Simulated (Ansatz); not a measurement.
# CH6BFOSi: the cost of one run

Method: RKS B3LYP-D4/STO-3G, in Ansatz 0.2.0.

### Step 1. The starting structure

Bond lengths: B1–Si2 1.883 Å, Si2–F3 1.670 Å, Si2–O4 1.742 Å, O4–C5 1.387 Å, B1–H6 1.251 Å, B1–H7 1.177 Å, Si2–H8 1.450 Å, C5–H9 1.138 Å, C5–H10 1.102 Å, C5–H11 1.090 Å. Angles (14 of 16 angles, heavy atoms first): B1–Si2–F3 108.8°, B1–Si2–O4 109.6°, F3–Si2–O4 108.1°, Si2–O4–C5 109.1°, B1–Si2–H8 110.9°, F3–Si2–H8 107.5°, O4–Si2–H8 111.9°, Si2–B1–H6 120.6°, Si2–B1–H7 123.5°, O4–C5–H9 105.2°, O4–C5–H10 108.0°, O4–C5–H11 113.2°, H6–B1–H7 115.9°, H9–C5–H10 106.2°.

As a file:

```xyz
11

B    -1.4282    1.7481    0.3531
Si   -0.1989    0.5351   -0.3963
F     1.1414    1.3818   -0.9202
O     0.3184   -0.5980    0.8212
C     1.0180   -1.6296    0.2133
H    -1.9045    2.6791   -0.3342
H    -1.8018    1.6890    1.4675
H    -0.7702   -0.1326   -1.5492
H     1.3035   -2.3351    1.0589
H     1.9627   -1.2169   -0.1752
H     0.4250   -2.1778   -0.5185
```

### Step 2. Relaxing end A

Input file input.yaml:

```yaml
crystal:
  periodic: [false, false, false]
  atoms:
    - { symbol: B, position_ang: [-1.4282, 1.7481, 0.3531] }
    - { symbol: Si, position_ang: [-0.1989, 0.5351, -0.3963] }
    - { symbol: F, position_ang: [1.1414, 1.3818, -0.9202] }
    - { symbol: O, position_ang: [0.3184, -0.598, 0.8212] }
    - { symbol: C, position_ang: [1.018, -1.6296, 0.2133] }
    - { symbol: H, position_ang: [-1.9045, 2.6791, -0.3342] }
    - { symbol: H, position_ang: [-1.8018, 1.689, 1.4675] }
    - { symbol: H, position_ang: [-0.7702, -0.1326, -1.5492] }
    - { symbol: H, position_ang: [1.3035, -2.3351, 1.0589] }
    - { symbol: H, position_ang: [1.9627, -1.2169, -0.1752] }
    - { symbol: H, position_ang: [0.425, -2.1778, -0.5185] }
basis:
  gaussian: { orbitals: STO-3G }
hamiltonian:
  xc: b3lyp
  dispersion: d4
relax:
  f_tol: 0.015
  max_steps: 40
```

Started as:

```console
ansatz run input.yaml --threads 1 --pin off --max-ram 2048MiB --backend cpu --events-out ev --progress --plain --runs-dir out
```

Q: Estimate wall time and peak memory on 1 thread of Intel Xeon Platinum 8488C (Sapphire Rapids), shared host.

About 44 s, with a peak of 0.19 GiB.
